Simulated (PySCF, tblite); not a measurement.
# ClH3OSi2 (triplet), a cluster model of a defect: EPR parameters

Aim: the EPR parameters of `[SiH3]O[Si]Cl`. It is drawn as: twofold Si.

Computed with tblite 0.8.0 and PySCF 2.14.0; each step states its level. No surroundings beyond the atoms listed, unless a continuum is named. Atoms count from 0, parts from 1.

### Step 1. The system as given

7 atoms, charge 0, multiplicity 3; geometry: distance geometry start.

### Step 2. Relaxing the cluster with GFN2-xTB

What the job is given:

```
{"job": {"kind": "relax", "xc": "GFN2-xTB", "basis": "xTB"}, "charge": 0, "multiplicity": 3}
Si     1.405279     1.291676     0.295354
O      0.223788     0.925319    -0.919940
Si    -0.824139    -0.205977    -0.127021
Cl     2.480946    -0.509600     0.585941
H     -0.061161    -0.854697     0.953022
H     -1.310778    -1.251895    -1.008271
H     -1.894019     0.542333     0.540175
```

Level: GFN2-xTB geometry optimisation, gas phase.

Run with:

```bash
$ OMP_NUM_THREADS=1 python cluster_run.py task.json out
```

The driver reads the jobs from task.json and runs them one after another.

**Question.** The jobs that follow are: PBE0-D3(BJ)/def2-SVP geometry optimisation, gas phase; UKS B3LYP, IGLO-III on Cl O Si, pcH-1 on H, non-relativistic, mean-field spin-orbit, GIAO; UKS BHandHLYP, IGLO-III on Cl O Si, pcH-1 on H, non-relativistic, mean-field spin-orbit, GIAO. Predict: point group; rotational constants (main isotopes); D, E (B3LYP); g(iso) (B3LYP); ⟨S²⟩; largest a(iso); surface potential, 1st and 99th percentile.

The runs gave:

| quantity | value |
| --- | --- |
| point group | C1 |
| rotational constants (main isotopes) | 11.28, 1.40, 1.29 GHz |
| D, E (B3LYP) | -0.605, -0.060 cm⁻¹ |
| g(iso) (B3LYP) | 2.00143 |
| ⟨S²⟩ | 2.003 (exact 2.00) |
| largest a(iso) | 29Si on Si0, -842.1 MHz |
| surface potential, 1st and 99th percentile | -0.53 V and 1.49 V |

Relaxing lowered the energy by 0.174 eV in 12 steps; the close pair that moved most is Si2–H6, from 1.437 to 1.489 Å (PBE0/def2-SVP). No frequency check was run at this level, so the end point may be a saddle. Most of the unpaired spin sits on Si0 (1.70 e). The isotropic g lies 0.9 ppt below the free-electron value. The coupling of 29Si on Si0 runs from -885.1 (BHandHLYP/IGLO-III+pcH-1) to -842.1 MHz (B3LYP/IGLO-III+pcH-1). The triplet was assumed; the singlet may lie lower.
